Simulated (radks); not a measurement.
**Zr⁴⁺ in [Kr]: an all-electron calculation**

An exercise on one series of results from a longer session: the logs are not shown, and one member is left open.

Program: radks (a radial shooting solver on a logarithmic mesh, Libxc functionals) version 1. Level of theory: scalar-relativistic Kohn-Sham, SOGGA, spin-unpolarised, spherical densities, point nucleus. These are calculated values, not measurements, unless marked.

## The system

- element: zirconium (Z = 40)
- charge: +4
- electrons: 36
- configuration: [Kr]

The outer shells:

Zr⁴⁺
```
[Ar] core
3d [↑↓][↑↓][↑↓][↑↓][↑↓]
4s [↑↓]
4p [↑↓][↑↓][↑↓]
```

The first run:

Settings of this run:

```text
Z 40
configuration [Kr]
relativity scalar-relativistic
functional sogga,pbe
spin unpolarised
nucleus point
c 137.035999084
```

Command:

```console
$ python run_ks.py task.json out
```

All runs below come from this command, one after another.

One table of the session follows, with a row left open; its other results are not shown here.

It belongs to the step «Radial structure». Sizes of the orbitals, from the radial functions (bohr):

```
level      <r>  outermost maximum (interpolated)  90 % within  nodes
   1s  0.03708                            0.0242       0.0664      0
   2s   0.1627                             0.137        0.251      1
   2p   0.1418                             0.109        0.231      0
   3s   0.4586                             0.408        0.679      2
   3p   0.4621                             0.402        0.700      1
   3d   0.4521                             0.347        0.727      0
   4s    1.189                              1.07         1.72      3
   4p        ?                                 ?            ?      ?
```

Q: Estimate the row for 4p from the others.

The run gave: <r>: 1.315; outermost maximum (interpolated): 1.16; 90 % within: 1.93; nodes: 2. In the column «<r>» it is the highest.
